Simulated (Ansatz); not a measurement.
# LuGaAs2: a single-point run

The task is a single-point run on LuGaAs2. The structure is shown as the input types it. The cell is built on a prototype (ordering on rocksalt) and needn't be the phase found in nature.

Program: Ansatz 0.2.0. Level of theory: density functional or hybrid calculation with the settings of its input, plane waves (as first typed). These are calculated values, not measurements.

**1. The system as given**

It takes space group P4/mmm (No. 123, tetragonal). The conventional cell has a = 3.898 Å, b = 3.898 Å, c = 5.712 Å, α = 90.00°, β = 90.00°, γ = 90.00°. Ga (site symmetry 4/mmm) is surrounded by 6 As at 2.76 to 2.86 Å. As (site symmetry 4/mmm) has 4 Lu at 2.76 Å and 2 Ga at 2.86 Å as nearest neighbours. Lu (site symmetry 4/mmm) has 6 As at 2.76 to 2.86 Å as nearest neighbours. As (site symmetry 4/mmm) is surrounded by 4 Ga at 2.76 Å and 2 Lu at 2.86 Å.

Structure file:

```cif
data_structure
_symmetry_space_group_name_H-M 'P 1'
_symmetry_Int_Tables_number 1
_cell_length_a 3.8976
_cell_length_b 3.8976
_cell_length_c 5.7119
_cell_angle_alpha 90.000
_cell_angle_beta 90.000
_cell_angle_gamma 90.000
_cell_volume 86.77
loop_
_atom_site_label
_atom_site_type_symbol
_atom_site_fract_x
_atom_site_fract_y
_atom_site_fract_z
_atom_site_occupancy
Ga1 Ga 0.00000 0.00000 0.00000 1
As1 As 0.00000 0.00000 0.50000 1
Lu1 Lu 0.50000 0.50000 0.50000 1
As2 As 0.50000 0.50000 0.00000 1
```

**2. The run**

input.yaml reads:

```yaml
crystal:
  lattice:
    - [3.897630403, 0.0, 0.0]
    - [0.0, 3.897630403, 0.0]
    - [0.0, 0.0, 5.7118711213]
  atoms:
    - { symbol: Ga, position: [0.0, 0.0, 0.0] }
    - { symbol: As, position: [0.0, 0.0, 0.5] }
    - { symbol: Lu, position: [0.5, 0.5, 0.5] }
    - { symbol: As, position: [0.5, 0.5, 0.0] }
kpoints:
  mp_grid: { grid: [4, 4, 4] }
hamiltonian:
  xc: pbe
scf:
  occupations: { method: fermi_dirac, width: 0.02 }
  n_extra_bands: 5
  max_iter: 55
output:
  forces: true
  stress: true
  eigenvalues: true
basis:
  ecutwfc: 160
```

Command:

```
ansatz run input.yaml --threads 4 --pin off --max-ram 3686MiB --backend cpu --events-out ev --progress --plain --runs-dir out
```

**Question.** How will this run end, and is anything wrong with its input?

The program finished normally, with warnings (cutoff below recommended). Its log warns: «basis.ecutwfc = 160 eV is below the records' recommended 420 eV ...»

Look at the input: basis.ecutwfc is 160. With so few plane waves the basis is incomplete by a wide margin. The potentials' recommended cutoff is 420 eV.

To check: delete basis.ecutwfc (the default then holds).
